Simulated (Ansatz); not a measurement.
# AsBFH3: one structure at several levels

An exercise on one series of results from a longer session: the logs are not shown, and one member is left open.

Computed with Ansatz 0.2.0, Gaussian basis. Level: single points in def2-TZVPP.

Cores are frozen in the correlated methods. Filled d shells of the heavier atoms are correlated.

### The system as given

SMILES `FB[AsH2]`, 6 atoms, charge 0, spin multiplicity 1.

Atoms are counted from 1 here; the program's logs count them from 0.

Bond lengths: F1–B2 1.340 Å, B2–As3 2.028 Å, B2–H4 1.056 Å, As3–H5 1.537 Å, As3–H6 1.579 Å. Angles: F1–B2–As3 119.7°, F1–B2–H4 112.6°, As3–B2–H4 126.7°, B2–As3–H5 90.6°, B2–As3–H6 93.7°, H5–As3–H6 90.9°.

As a file:

```
atom    x (Å)    y (Å)    z (Å)
  F1  -1.9582  -0.1462  -0.7182
  B2  -0.7419  -0.3977  -0.2140
 As3   0.5890   1.1171   0.0069
  H4  -0.5406  -1.4312  -0.1388
  H5   1.7007   0.2510  -0.6059
  H6   1.0100   0.6715   1.4625
```

The first run:

run/in.yaml reads:

```yaml
crystal:
  periodic: [false, false, false]
  atoms:
    - {symbol: F, position_ang: [-1.958200, -0.146200, -0.718200]}
    - {symbol: B, position_ang: [-0.741900, -0.397700, -0.214000]}
    - {symbol: As, position_ang: [0.589000, 1.117100, 0.006900]}
    - {symbol: H, position_ang: [-0.540600, -1.431200, -0.138800]}
    - {symbol: H, position_ang: [1.700700, 0.251000, -0.605900]}
    - {symbol: H, position_ang: [1.010000, 0.671500, 1.462500]}
basis:
  gaussian: {orbitals: def2-TZVPP}
correlation: {method: ccsd_t}
output: {forces: true}
```

The command line of these runs was not kept.

Among the steps run: CCSD(T)/def2-TZVPP; PBE0-D4/def2-TZVPP; wB97M-V/def2-TZVPP; r2SCAN-D4/def2-TZVPP; PBE-D4/def2-TZVPP; revPBE-D4/def2-TZVPP; B97M-V/def2-TZVPP.

One of the session's tables, all rows but one given; the rest of the session is left out.

| method | RMS force component (eV/Å) | angle to CCSD(T) forces (°) | dipole (D) |
| --- | --- | --- | --- |
| CCSD(T) | 1.558 | reference | 1.10 |
| PBE0-D4 | 1.597 | 3.0 | 1.09 |
| wB97M-V | 1.518 | 1.1 | 1.01 |
| r2SCAN-D4 | 1.560 | 2.0 | 1.07 |
| PBE-D4 | 1.552 | 7.5 | 0.94 |
| revPBE-D4 | 1.544 | 9.4 | 0.90 |
| B97M-V | ? | ? | ? |

Estimate the missing values for B97M-V.

The run gave: RMS force component (eV/Å): 1.533; angle to CCSD(T) forces (°): 4.0; dipole (D): 0.90. In the column «RMS force component (eV/Å)» it lies between wB97M-V (1.518) and revPBE-D4 (1.544).
